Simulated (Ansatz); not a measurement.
# GeH₃NO, SMILES [NH2][Ge][OH]: a search for lower mean-field states

Program: Ansatz's Python interface.

Notebook, run cell by cell (the value of a cell's last expression is shown):

**Cell 1**
```python
import ansatz
import numpy as np
```

**Cell 2**
```python
geometry_ang = [
    ("N", (-1.0513, -0.0944, -0.3643)),
    ("Ge", (0.609, -0.7886, -0.4145)),
    ("O", (1.3936, -0.4827, 1.1368)),
    ("H", (-1.4382, -0.1899, -1.3272)),
    ("H", (-0.9789, 0.9745, -0.2783)),
    ("H", (1.5078, 0.5171, 1.2011)),
]
system = ansatz.Crystal.molecule()
for symbol, xyz in geometry_ang:
    system = system.atom(symbol, xyz)
symbols = [site.symbol for site in system.cartesian_sites]
```

**Cell 3**
```python
start = np.array([site.position_ang for site in system.cartesian_sites])
for factor in [1.0, 1.5]:
    xyz = (start - start.mean(axis=0)) * factor
    scaled = ansatz.Crystal.molecule()
    for symbol, place in zip(symbols, xyz):
        scaled = scaled.atom(symbol, place.tolist())
    model = scaled.calculation().basis(gaussian="def2-SVP").functional("PBE").spin("collinear")
    for search in ("off", "standard"):
        try:
            data = model.scf(lower_state_search=search).run(threads=1, pin="off").report
        except ansatz.AnsatzError as error:
            print(f"x{factor} search {search}: {type(error).__name__}")
            continue
        state = data["mean_field"]["state"]
        print(f"all distances x{factor}, search {search:8s} E = {data['free_energy_ev']:.5f} eV  <S^2> = {abs(state['spin_squared']):.3f}  other states met: {len(data['mean_field']['others'])}")
```
Output:
```text
all distances x1.0, search off      E = -60081.86052 eV  <S^2> = 0.000  other states met: 0
all distances x1.0, search standard E = -60081.86052 eV  <S^2> = 0.000  other states met: 0
all distances x1.5, search off      E = -60071.36985 eV  <S^2> = 0.000  other states met: 0
all distances x1.5, search standard E = -60071.37074 eV  <S^2> = 0.066  other states met: 11
```

Notes:
- Total energies depend on the basis set; only differences at equal settings carry meaning.
- The count of other states can hold repeated and symmetry-equivalent ends of the search; scaling all distances is a test, and for more than two atoms no physical path.
- The structure is a rough, unrelaxed start.
- The expectation value of S² is noticeably off S(S+1) in at least one run, so that state is spin-contaminated.
- It ran for 16 s on 1 thread of Arm Neoverse V2, with other jobs on the host, peak memory 0.22 GiB.
